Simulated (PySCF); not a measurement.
# LiI+: bond curves at several levels of theory

An exercise on one series of results from a longer session: the logs are not shown, and one member is left open.

Computed with PySCF 2.14.0. Level: Li x2c-SVPall, I x2c-SVPall, spin-free X2C with a Gaussian nucleus.

The first run:

A driver script around PySCF takes these settings:

| Property | Result |
| --- | --- |
| atoms | Li, I |
| charge | 1 |
| basis | Li x2c-SVPall, I x2c-SVPall |
| Hamiltonian | spin-free X2C with a Gaussian nucleus |
| basis functions | 45 |
| electrons treated | 55 |
| masses in u | 7.0160, 126.9045 |
| levels | PBE0, PBE, r²SCAN, B2PLYP, BHandHLYP, M06-L, CAM-B3LYP, HF, MP2, SCS-MP2, CCSD, CCSD(T) |
| grid | 80 radial by 434 angular points |
| occupations | held fixed by the projection of orbital angular momentum |
| dissociation limit | Li+ + I, each in its ground configuration |
| starting distance in angstrom | 2.695 |
| values of 2S to try | 1, 3 |

Launch:

```sh
$ OMP_NUM_THREADS=1 python dia.py task.json out
```

Among the steps run: Input; The PBE0 curve of the state that the search chose; Other states along the same grid; PBE (GGA); r²SCAN (meta-GGA); B2PLYP (double hybrid); BHandHLYP (global hybrid GGA); M06-L (meta-GGA); CAM-B3LYP; UHF; MP2 and coupled cluster.

One table of the session follows, with a row left open; its other results are not shown here.

```
      level  Re (Å)  ωe (cm⁻¹)  De (eV)
        UHF   2.787      267.8     0.65
    UHF-MP2   2.784      269.8     0.68
UHF-SCS-MP2   2.786      269.4     0.68
   UHF-CCSD   2.783      270.9     0.69
UHF-CCSD(T)   2.782      271.4     0.70
        PBE   2.728      283.9     0.77
     r²SCAN       ?          ?        ?
      M06-L   2.834      233.6     0.56
       PBE0   2.726      284.0     0.73
  BHandHLYP   2.716      289.9     0.75
  CAM-B3LYP   2.705      292.4     0.77
     B2PLYP   2.738      282.9     0.74
```

Q: Estimate the row for r²SCAN from the others.

As computed: Re (Å): 2.771; ωe (cm⁻¹): 266.7; De (eV): 0.63. In the column «Re (Å)» it lies between B2PLYP (2.738) and UHF-CCSD(T) (2.782).

De is counted to Li+ + I in their ground configurations.
